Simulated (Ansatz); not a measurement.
# HfC: stress in a strained cell

Aim: deform HfC (equal xx and yy strain of -2 %) and compute stress, forces and field gradients with LAPW, PAW and all-electron datasets made for the crystal.

Method: DFT PBEsol, scalar-relativistic, in Ansatz 0.2.0.

## 1. The system as given

It takes space group Fm-3m (No. 225, cubic). The conventional cell has a = 4.650 Å, b = 4.650 Å, c = 4.650 Å, α = 90.00°, β = 90.00°, γ = 90.00°. Around Hf (site symmetry m-3m) lie 6 C at 2.33 Å. C (site symmetry m-3m) has 6 Hf at 2.33 Å as nearest neighbours.

Structure file:

```
CELL_PARAMETERS angstrom
0.00000 2.32500 2.32500
2.32500 0.00000 2.32500
2.32500 2.32500 0.00000
ATOMIC_POSITIONS crystal
Hf 0.50000 0.50000 0.50000
C 0.00000 0.00000 0.00000
```

Atoms are numbered in the order of the input: Hf1, C2.

## 2. After the deformation

Space group Fm-3m before, I4/mmm after.

## 3. LAPW, all electrons

Contents of input.yaml:

```yaml
crystal:
  lattice:
    - [0.0, 2.2785, 2.325]
    - [2.2785, 0.0, 2.325]
    - [2.2785, 2.2785, 0.0]
  atoms:
    - { symbol: Hf, position: [0.5, 0.5, 0.5] }
    - { symbol: C, position: [0.0, 0.0, 0.0] }
kpoints:
  mp_grid: { grid: [15, 15, 15] }
  band_path:
    path:
      - [0.0, 0.0, 0.0]
      - [0.0, 0.5, 0.5]
      - [0.25, 0.75, 0.5]
      - [0.0, 0.5, 0.0]
      - [0.0, 0.0, 0.0]
      - [0.5, 0.5, 0.0]
      - [0.37005, 0.62995, 0.0]
      - [-0.37005, 0.37005, 0.0]
      - [0.0, 0.0, 0.0]
    npoints: 5
scf:
  occupations: { method: fermi_dirac, width: 0.05 }
hamiltonian:
  xc: pbesol
  pseudopotentials: { kind: all_electron, lapw: { basis_error: 0.001 } }
output:
  forces: true
  stress: true
  eigenvalues: true
```

The run is started by

```bash
$ ansatz run input.yaml --threads 1 --pin off --max-ram 3072MiB --backend cpu --events-out ev --progress --plain --runs-dir out
```

## 4. PAW with frozen cores

Contents of input.yaml:

```yaml
crystal:
  lattice:
    - [0.0, 2.2785, 2.325]
    - [2.2785, 0.0, 2.325]
    - [2.2785, 2.2785, 0.0]
  atoms:
    - { symbol: Hf, position: [0.5, 0.5, 0.5] }
    - { symbol: C, position: [0.0, 0.0, 0.0] }
kpoints:
  mp_grid: { grid: [15, 15, 15] }
scf:
  occupations: { method: fermi_dirac, width: 0.05 }
hamiltonian:
  xc: pbesol
  pseudopotentials: { kind: paw }
output:
  forces: true
  stress: true
  eigenvalues: true
  efg: { contact_densities: true }
```

## 5. Datasets made for this crystal

input.yaml, as its differences from that of step 4:

```diff
@@ -14,3 +14,3 @@
   xc: pbesol
-  pseudopotentials: { kind: paw }
+  pseudopotentials: { kind: all_electron, datasets: crystal }
 output:
```

(Steps that only read results are left out.)

**Question.** What will these runs give? Wanted: pressure; largest shear or deviatoric stress.

**Answer**, as computed:

| quantity | value |
| --- | --- |
| pressure | LAPW 3.42, PAW 3.37, crystal datasets 3.42 GPa |
| largest shear or deviatoric stress (LAPW) | 5.90 GPa |

What this shows: The largest part of the stress beyond the pressure is 5.90 GPa in size, in the zz component; the atoms are carried along and not relaxed. No run of the undeformed cell stands beside it, so the pressure holds what the given cell had before the change. PAW: stress within 0.06 GPa of LAPW. Crystal datasets: stress within 0.01 GPa of LAPW. Spin-orbit coupling is left out, though the cell holds Hf; in elements this heavy it can shift bands and gaps by tenths of an eV.
